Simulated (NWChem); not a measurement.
# One shape, several levels: CHBr3 (bromoform)

We compute a comparison of 5 runs (HF/def2-SVP, PBE/def2-SVP, PBE0/def2-SVP, SVWN5/def2-SVP, MP2/def2-SVP) of CHBr3 (bromoform). 

The results are computed with NWChem 7.3.0.

### 1 Starting point

CHBr3 has 5 atoms, charge 0, and is taken as a singlet. As SMILES, `BrC(Br)Br`. Geometry: relaxed at PBE0-D4/def2-TZVP.

Bond lengths: Br1–C2 1.922 Å, C2–Br3 1.922 Å, C2–Br4 1.922 Å, C2–H5 1.083 Å. Angles: Br1–C2–Br3 111.8°, Br1–C2–Br4 111.8°, Br3–C2–Br4 111.8°, Br1–C2–H5 107.1°, Br3–C2–H5 107.1°, Br4–C2–H5 107.1°.

### 2 Energy and forces at HF/def2-SVP (run 1)

Contents of run.py:

```python
from ase import Atoms
from ase.calculators.nwchem import NWChem

system = Atoms(['Br', 'C', 'Br', 'Br', 'H'], positions=[
    [-0.678530, 0.301690, 1.738170],
    [0.069950, 0.097560, -0.020620],
    [1.208400, -1.447050, -0.136140],
    [-1.291550, 0.082940, -1.377570],
    [0.691730, 0.964850, -0.203840],
])

calc = NWChem(
    label='nw',
    theory='scf',
    memory='2200 mb',
    basis='def2-SVP',
    basispar='spherical bse',
    scf={'nopen': '0', 'rhf': None, 'thresh': '1e-08', 'maxiter': '80'},
)
system.calc = calc

forces = system.get_forces()
print("Total energy (eV):", round(system.get_potential_energy(), 6))
print("forces (eV/A):")
for s, f in zip(system.symbols, forces):
    print(f"{s:2s} {f[0]:10.5f} {f[1]:10.5f} {f[2]:10.5f}")
print("dipole (e A):", system.get_dipole_moment().round(4))
```

The run is started by

```sh
$ export ASE_NWCHEM_COMMAND="nwchem PREFIX.nwi > PREFIX.nwo"
$ python run.py
```

Log:

```text
Total energy (eV): -211015.855862
forces (eV/A):
Br   -0.02170    0.02041    0.06911
C     0.09487    0.13236   -0.02777
Br    0.05497   -0.05070   -0.00735
Br   -0.04669    0.01147   -0.05795
H    -0.08140   -0.11354    0.02396
dipole (e A): [ 0.1242  0.1732 -0.0366]
```

The calculator wrote nw.nwi:

```
title "nw"

permanent_dir nw

scratch_dir nw

start nw

geometry units angstrom nocenter noautosym noautoz
  Br -6.7852999999999997e-01 3.0169000000000001e-01 1.7381700000000000e+00
  C  6.9949999999999998e-02 9.7559999999999994e-02 -2.0619999999999999e-02
  Br 1.2083999999999999e+00 -1.4470499999999999e+00 -1.3614000000000001e-01
  Br -1.2915500000000000e+00 8.2940000000000000e-02 -1.3775700000000000e+00
  H  6.9172999999999996e-01 9.6484999999999999e-01 -2.0383999999999999e-01
end

memory 2200 mb

basis spherical bse noprint
   * library def2-SVP
end

scf
  nopen 0
  rhf
  thresh 1e-08
  maxiter 80
end

task scf gradient
```

nw.nwo:

```text
Northwest Computational Chemistry Package (NWChem) 7.3.0
             --------------------------------------------------------

           Job information
           ---------------

    nwchem branch   = 7.3.0
    use scalapack   = T
    input           = nw.nwi
    prefix          = nw.
    data base       = nw/nw.db
    status          = startup
    nproc           =        1

           Memory information
           ------------------

[... 5 lines left out ...]
    hardfail = no
[... 126 lines left out ...]
         Quadratically convergent ROHF
[... 14 lines left out ...]
       Final RHF  results
[... 4 lines left out ...]
      Two-electron energy =   3850.424983620772
[... 75 lines left out ...]
                       ROHF Final Molecular Orbital Analysis
[... 224 lines left out ...]
                 ----------------------------------------
                 |  Time  |  1-e(secs)   |  2-e(secs)   |
                 ----------------------------------------
                 |  CPU   |       0.01   |       3.22   |
                 ----------------------------------------
                 |  WALL  |       0.01   |       3.22   |
                 ----------------------------------------

 Task  times  cpu:       22.9s     wall:       22.9s
 Total times  cpu:       22.9s     wall:       22.9s
```

Run time: 24 s. Hardware: 1 thread of AMD EPYC 9R45 (Zen 5), shared host; peak memory 0.1 GiB.

### 3 Energy and gradient at PBE/def2-SVP (run 2)

Contents of chbr3.xyz:

```xyz
5
CHBr3
Br    -0.678530     0.301690     1.738170
C      0.069950     0.097560    -0.020620
Br     1.208400    -1.447050    -0.136140
Br    -1.291550     0.082940    -1.377570
H      0.691730     0.964850    -0.203840
```

Contents of chbr3.nw:

```
START chbr3
TITLE "CHBr3"
memory stack 880 mb heap 220 mb global 1100 mb

GEOMETRY units angstrom noautosym nocenter noautoz
  load chbr3.xyz
END

BASIS spherical bse
  Br library def2-SVP
  C library def2-SVP
  H library def2-SVP
END

DFT
  xc xpbe96 cpbe96
  grid fine
  convergence energy 1e-08
  maxiter 100
  mulliken
  print low
END

TASK dft gradient
```

The run is started by

```sh
$ nwchem chbr3.nw > chbr3.out
```

Log:

```text
[...]
 d= 0,ls=0.0,diis     1  -7758.8229736512 -8.57D+03  2.05D-02  1.49D+00     1.9
[...]
 d= 0,ls=0.0,diis     8  -7758.9860724796  8.14D-09  3.21D-06  1.37D-07    11.3
         Total DFT energy =    -7758.986072479558
      One electron energy =   -12413.314079156784
           Coulomb energy =     4123.031132469788
    Exchange-Corr. energy =     -278.550653270896
 Nuclear repulsion energy =      809.847527478334
[...]
      Total Density - Mulliken Population Analysis
     ---------------------------------------------
    Atom       Charge   Shell Charges
 -----------   ------   -------------------------------------------------------
    1 Br  35    34.99   2.00  2.00  1.99  1.48  0.50  6.00  5.97  2.37  2.64  8.19  1.75  0.11
    2 C    6     6.19   1.99  0.98  0.29  1.94  0.95  0.05
    3 Br  35    34.99   2.00  2.00  1.99  1.48  0.50  6.00  5.97  2.37  2.64  8.19  1.75  0.11
    4 Br  35    34.99   2.00  2.00  1.99  1.48  0.50  6.00  5.97  2.37  2.64  8.19  1.75  0.11
    5 H    1     0.85   0.73  0.10  0.02
[...]
                         DFT ENERGY GRADIENTS
    atom               coordinates                        gradient
                 x          y          z           x          y          z
   1 Br     -1.282236   0.570111   3.284665    0.003586  -0.001791  -0.009438
   2 C       0.132186   0.184362  -0.038966    0.003620   0.005041  -0.001070
   3 Br      2.283545  -2.734528  -0.257267   -0.006691   0.007733   0.000775
   4 Br     -2.440676   0.156734  -2.603230    0.006928  -0.000602   0.007539
   5 H       1.307180   1.823302  -0.385202   -0.007443  -0.010381   0.002194
 Task  times  cpu:       14.7s     wall:       14.7s
 Total times  cpu:       14.7s     wall:       14.7s
```

It took 15 s on 1 thread of AMD EPYC 9R45 (Zen 5), shared host; peak memory 0.13 GiB.

Runs 3 to 4 aren't shown in full; the table further down has their settings and results.

### 4 Energy and gradient at MP2/def2-SVP (run 5)

Contents of geom.xyz:

```xyz
5
bromoform
Br    -0.678530     0.301690     1.738170
C      0.069950     0.097560    -0.020620
Br     1.208400    -1.447050    -0.136140
Br    -1.291550     0.082940    -1.377570
H      0.691730     0.964850    -0.203840
```

Contents of geom.nw:

```
START geom
TITLE "bromoform"
memory 2200 mb
charge 0

GEOMETRY units angstrom noautosym nocenter noautoz
   load geom.xyz
END

BASIS spherical bse
   * library def2-SVP
END

SCF
   thresh 1e-08
   maxiter 80
   noprint "final vectors analysis"
END

MP2
   freeze core 28
   tight
END

TASK mp2 gradient
```

The run is started by

```sh
$ nwchem geom.nw > geom.out
```

Log:

```text
[...]
  functions       =   115
[...]
  wavefunction    = RHF
[...]
         Total SCF energy =  -7754.689734400861
      One-electron energy = -12414.962245497229
      Two-electron energy =   3850.424983618033
 Nuclear repulsion energy =    809.847527478334
        Time for solution =     18.7s
[...]
          Total MP2 energy         -7755.526729767907
[...]
                         mp2 ENERGY GRADIENTS
    atom               coordinates                        gradient
                 x          y          z           x          y          z
   1 Br     -1.282236   0.570111   3.284665    0.001353  -0.000395  -0.003214
   2 C       0.132186   0.184362  -0.038966    0.002920   0.004073  -0.000863
   3 Br      2.283545  -2.734528  -0.257267   -0.002096   0.002804   0.000217
   4 Br     -2.440676   0.156734  -2.603230    0.002475   0.000007   0.002489
   5 H       1.307180   1.823302  -0.385202   -0.004652  -0.006489   0.001371
[...]
```

Run time: 48 s. Hardware: 1 thread of AMD EPYC 9R45 (Zen 5), shared host; peak memory 0.69 GiB.

### 5 All runs side by side

```
run           level  iteration cap  module   energy (Eh)  dipole moment (D)  HOMO energy (eV)  LUMO energy (eV)  wall time
  1     HF/def2-SVP             80     scf  -7754.689734               1.04            -11.01              2.25       24 s
  2    PBE/def2-SVP            100     dft  -7758.986072                  –                 –                 –       15 s
  3   PBE0/def2-SVP            100     dft  -7759.252989               0.92             -8.00             -1.57       16 s
  4  SVWN5/def2-SVP            100     dft  -7749.200987               0.89             -6.74             -2.61       15 s
  5    MP2/def2-SVP             80     mp2  -7755.526730               0.93                 –                 –       48 s
```

### 6 Summary of results

| quantity | value |
| --- | --- |
| run 5: total energy | -7755.52673 Eh |
| run 5: dipole moment (of the density that the program reports) | 0.93 D |
| run 5: correlation energy (28 core orbitals frozen) | -837.0 mEh |
| run 5: largest force on an atom | 0.417 eV/Å |

What this shows: Over runs 1, 3, 4, 5 the dipole moment (its size) runs from 0.89 D (SVWN5/def2-SVP) to 1.04 D (HF/def2-SVP). Over runs 1, 3, 4 the HOMO–LUMO gap runs from 4.14 eV (SVWN5/def2-SVP) to 13.26 eV (HF/def2-SVP). Exact exchange widens orbital gaps. Totals of different functionals can't be ranked against each other. All runs together took 2 min, the longest 48 s.
